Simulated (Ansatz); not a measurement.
# CH4BInO: inputs that go wrong

5 inputs were typed for CH4BInO. Each is run as it stands; the log then has to tell whether the result can be used.

Program: Ansatz 0.2.0, Gaussian basis. Level of theory: the settings change from run to run. These are calculated values, not measurements.

1 further run of the same task is left out (for a known fault of the program).

## (1) The molecule

An earlier PBE0-D4 in a triple-zeta def2 set relaxation fixed the geometry. In takes a core potential in def2 sets; no spin-orbit term is included.

SMILES `[InH2][CH]1BO1`, 8 atoms, charge 0, spin multiplicity 1.

Atoms are counted from 1 here; the program's logs count them from 0.

Bond lengths: In1–C2 2.144 Å, In1–H5 1.721 Å, In1–H6 1.724 Å, C2–B3 1.514 Å, C2–O4 1.539 Å, C2–H7 1.091 Å, B3–O4 1.324 Å, B3–H8 1.185 Å. Angles: C2–In1–H5 118.4°, C2–In1–H6 118.3°, H5–In1–H6 123.2°, In1–C2–B3 125.2°, In1–C2–O4 116.8°, In1–C2–H7 117.5°, B3–C2–O4 51.4°, B3–C2–H7 115.9°, O4–C2–H7 110.1°, C2–B3–O4 65.3°, C2–B3–H8 157.3°, O4–B3–H8 137.4°, C2–O4–B3 63.3°.

## (2) Input 1

File in.yaml:

```yaml
crystal:
  periodic: [false, false, false]
  atoms:
    - {symbol: In, position_ang: [-1.261975, -0.438854, 0.927115]}
    - {symbol: C, position_ang: [0.293212, 0.623736, -0.097815]}
    - {symbol: B, position_ang: [1.399954, -0.016305, -0.908367]}
    - {symbol: O, position_ang: [0.377981, 0.429853, -1.622537]}
    - {symbol: H, position_ang: [-2.022525, -1.755648, 0.120852]}
    - {symbol: H, position_ang: [-1.656913, 0.039280, 2.535672]}
    - {symbol: H, position_ang: [0.435785, 1.675212, 0.154945]}
    - {symbol: H, position_ang: [2.434502, -0.557285, -1.109855]}
basis:
  gaussian: {orbitals: STO-3G, fitting: {mean_field: cc-pVTZ-jkfit}}
hamiltonian: {xc: {name: PBE0-DH}}
output: {forces: true}
```

The run is started by

```sh
$ ansatz run in.yaml --threads 2 --pin off --events-out ev --progress --plain --max-ram 32768MiB --backend cpu
```

What it wrote:

```text
Functional definition: PBE0-DH
  name "PBE0-DH"
  cite "Brémond & Adamo, J. Chem. Phys. 135, 024106 (2011) doi:10.1063/1.3604569"
  cite "Perdew, Burke & Ernzerhof, Phys. Rev. Lett. 77, 3865 (1996) doi:10.1103/PhysRevLett.77.3865"
  parameter a = 1/2
  parameter c = 1/8
  exchange = (1 - a)*pbe_x + a*exact_x
  correlation = (1 - c)*pbe_c + c*(mp2_os + mp2_ss)
Error: <dir> the basis set cc-pVTZ-JKFIT has no functions for In
```

It took 0.1 s on 2 threads of AMD EPYC 7R13, shared host.

What is wrong: Refused before any calculation. The fitting set named has no entry for an element of this molecule. Cure: leave the fitting key out, or name a set that covers all elements and suits the basis.

## (3) Input 2

File in.yaml:

```yaml
crystal:
  periodic: [false, false, false]
  atoms:
    - {symbol: In, position_ang: [-1.255051, -0.506079, 1.007547]}
    - {symbol: C, position_ang: [0.284690, 0.794204, -0.126958]}
    - {symbol: B, position_ang: [1.365711, -0.113597, -0.872582]}
    - {symbol: O, position_ang: [0.320837, 0.444434, -1.714658]}
    - {symbol: H, position_ang: [-1.954482, -1.689544, 0.186162]}
    - {symbol: H, position_ang: [-1.633254, 0.089385, 2.475706]}
    - {symbol: H, position_ang: [0.466960, 1.617816, 0.111616]}
    - {symbol: H, position_ang: [2.523174, -0.393960, -1.316243]}
basis:
  gaussian: {orbitals: def2-TZVPD, fitting: {mean_field: cc-pVTZ-jkfit}}
hamiltonian: {xc: {name: SVWN5}}
output: {forces: true}
```

The command is unchanged.

What it wrote:

```text
Functional definition: SVWN5
  name "SVWN5"
  cite "Dirac, Proc. Camb. Phil. Soc. 26, 376 (1930) doi:10.1017/S0305004100016108"
  cite "Slater, Phys. Rev. 81, 385 (1951) doi:10.1103/PhysRev.81.385"
  cite "Vosko, Wilk & Nusair, Can. J. Phys. 58, 1200 (1980) doi:10.1139/p80-159"
  exchange = slater_x
  correlation = vwn5_c
Error: <dir> the basis set cc-pVTZ-JKFIT has no functions for In
```

Wall time 0.1 s (2 threads of AMD EPYC 7R13, shared host).

**Diagnosis.** The program refused the input. The fitting set named has no entry for an element of this molecule. Cure: leave the fitting key out, or name a set that covers all elements and suits the basis. Its coordinates are also moved off the relaxed structure.

## (4) Input 3

File in.yaml:

```yaml
crystal:
  periodic: [false, false, false]
  atoms:
    - {symbol: In, position_ang: [-1.261975, -0.438854, 0.927115]}
    - {symbol: C, position_ang: [0.293212, 0.623736, -0.097815]}
    - {symbol: B, position_ang: [1.399954, -0.016305, -0.908367]}
    - {symbol: O, position_ang: [0.377981, 0.429853, -1.622537]}
    - {symbol: H, position_ang: [-2.022525, -1.755648, 0.120852]}
    - {symbol: H, position_ang: [-1.656913, 0.039280, 2.535672]}
    - {symbol: H, position_ang: [0.435785, 1.675212, 0.154945]}
    - {symbol: H, position_ang: [2.434502, -0.557285, -1.109855]}
basis:
  gaussian: {orbitals: def2-TZVPD, nuclear_model: gaussian}
hamiltonian: {xc: {name: r2SCAN}, dispersion: d3bjatm}
scf: {max_iter: 3}
output: {forces: true}
```

Same command.

What it wrote:

```text
Error: invalid value for `basis.gaussian`: such a run doesn't read scf.max_iter; remove what it names
```

It took 0.05 s on 2 threads of AMD EPYC 7R13, shared host.

Diagnosis: Refused before any calculation. The input holds a key that doesn't belong there. Fix: remove the key, or spell it as the input reference has it.

## (5) Input 4

File in.yaml:

```yaml
crystal:
  periodic: [false, false, false]
  atoms:
    - {symbol: In, position_ang: [-1.595324, -0.763195, 0.745773]}
    - {symbol: C, position_ang: [0.274089, 0.376438, -0.294418]}
    - {symbol: B, position_ang: [1.215720, 0.168776, -1.028937]}
    - {symbol: O, position_ang: [0.231251, 0.642423, -1.648517]}
    - {symbol: H, position_ang: [-1.699733, -1.693117, 0.063206]}
    - {symbol: H, position_ang: [-1.588446, -0.060076, 2.522903]}
    - {symbol: H, position_ang: [0.476579, 1.408055, 0.027189]}
    - {symbol: H, position_ang: [2.155878, -0.577789, -1.182100]}
basis:
  gaussian: {orbitals: cc-pVTZ-PP}
hamiltonian: {xc: {name: PBE0}, dispersion: d3bjatm}
```

The command is unchanged.

What it wrote:

```text
Functional definition: PBE0
  name "PBE0"
  cite "Adamo & Barone, J. Chem. Phys. 110, 6158 (1999) doi:10.1063/1.478522"
  cite "Perdew, Burke & Ernzerhof, Phys. Rev. Lett. 77, 3865 (1996) doi:10.1103/PhysRevLett.77.3865"
  parent pbe
  parameter a = 0.25
  parameter kappa = 0.804
  parameter beta = 0.06672455060314922
  exchange = (1 - a)*pbe_x(kappa = kappa, mu = beta*pi^2/3) + a*exact_x
  correlation = pbe_c(beta = beta)
Error: <dir> the basis set cc-pVTZ-PP has no functions for C
```

It took 0.05 s on 2 threads of AMD EPYC 7R13, shared host.

What is wrong: The program refused the input. The basis set is misnamed or doesn't suit the job. Its coordinates are also moved off the relaxed structure. Fix: name an orbital basis set that the library holds for every element here.

## (6) Input 5

File in.yaml:

```yaml
crystal:
  periodic: [false, false, false]
  atoms:
    - {symbol: In, position_ang: [-1.261975, -0.438854, 0.927115]}
    - {symbol: C, position_ang: [0.293212, 0.623736, -0.097815]}
    - {symbol: B, position_ang: [1.399954, -0.016305, -0.908367]}
    - {symbol: O, position_ang: [0.377981, 0.429853, -1.622537]}
    - {symbol: H, position_ang: [-2.022525, -1.755648, 0.120852]}
    - {symbol: H, position_ang: [-1.656913, 0.039280, 2.535672]}
    - {symbol: H, position_ang: [0.435785, 1.675212, 0.154945]}
    - {symbol: H, position_ang: [2.434502, -0.557285, -1.109855]}
basis:
  gaussian: {orbitals: def2-TZVP}
magnetization: {spin_polarized: true, initial_magnetization: 8}
hamiltonian: {xc: {name: PBE0-DH}}
scf: {lower_state_search: off}
output: {forces: true}
```

The command is unchanged.

What it wrote, cut to the lines that bear on the results:

```text
Functional definition: PBE0-DH
  name "PBE0-DH"
  cite "Brémond & Adamo, J. Chem. Phys. 135, 024106 (2011) doi:10.1063/1.3604569"
  cite "Perdew, Burke & Ernzerhof, Phys. Rev. Lett. 77, 3865 (1996) doi:10.1103/PhysRevLett.77.3865"
[...]
1287 factors; integrals over basis functions are off by at most 1.2e-3 eV
[...]
mean field -8967.56754473 eV, -329.5520288333 hartree, gradient 4.7e-6 eV, S^2 20.023199; 0 other end points of the search recorded, 0 dependent functions left out
7 core orbitals not correlated: weight in the atoms' cores, before any rotation towards them, 1.000 or more for the frozen orbitals, at most 0.000 for the correlated occupied ones
reference -8967.56758317 eV, -329.5520302460 hartree; 19, 11 occupied and 141, 149 virtual orbitals, 1287 factors
second order -23.17960636 eV of doubles, -0.00000000 eV of singles
[...]
Total energy: -8970.46503397 eV, -329.6585095988 hartree
Atom 0 at    -1.261975    -0.438854     0.927115 Å, force     1.628737     1.185165    -0.663721 eV/Å
Atom 1 at     0.293212     0.623736    -0.097815 Å, force    -1.972280     3.532355     9.109356 eV/Å
Atom 2 at     1.399954    -0.016305    -0.908367 Å, force     7.379529    -3.703010     0.086370 eV/Å
Atom 3 at     0.377981     0.429853    -1.622537 Å, force    -3.930192     0.782782   -11.198900 eV/Å
Atom 4 at    -2.022525    -1.755648     0.120852 Å, force    -2.074507    -3.458550    -2.449049 eV/Å
Atom 5 at    -1.656913     0.039280     2.535672 Å, force    -0.860966     1.297018     4.217289 eV/Å
Atom 6 at     0.435785     1.675212     0.154945 Å, force    -0.089930     0.318641     0.266128 eV/Å
Atom 7 at     2.434502    -0.557285    -1.109855 Å, force    -0.080391     0.045601     0.632527 eV/Å
Dipole moment:    -0.294674     0.103001     0.134518 e Å
Checks for a lower state left out: starts, cluster_reference, orbital_swaps, neighbouring_geometries, increment
```

It took 25 s on 2 threads of AMD EPYC 7R13, shared host; peak memory 0.93 GiB.

What is wrong: The run converged, but a converged run isn't a right one. The spin is set far too high for this molecule. It asks for 8 unpaired electrons; the ground state has 0. Its energy belongs to an excited spin state, not the ground state. Fix: set initial_magnetization back to that of the ground state.

## (7) How the tries ended

```csv
input,level,ended,cause,time
1,PBE0-DH/STO-3G,refused,the fitting set named has no entry for an element of this molecule,0.1 s
2,SVWN5/def2-TZVPD,refused,the fitting set named has no entry for an element of this molecule,0.1 s
3,r2SCAN/def2-TZVPD,refused,the input holds a key that doesn't belong there,0.05 s
4,PBE0/cc-pVTZ-PP,refused,the basis set is misnamed or doesn't suit the job,0.05 s
5,PBE0-DH/def2-TZVP,converged,the spin is set far too high for this molecule,25 s
```

4 refused, 1 converged. A refusal costs next to no computing time. The dangerous case is the input that converges on a wrong geometry, charge, spin, basis or grid: often only a look at the input shows it.
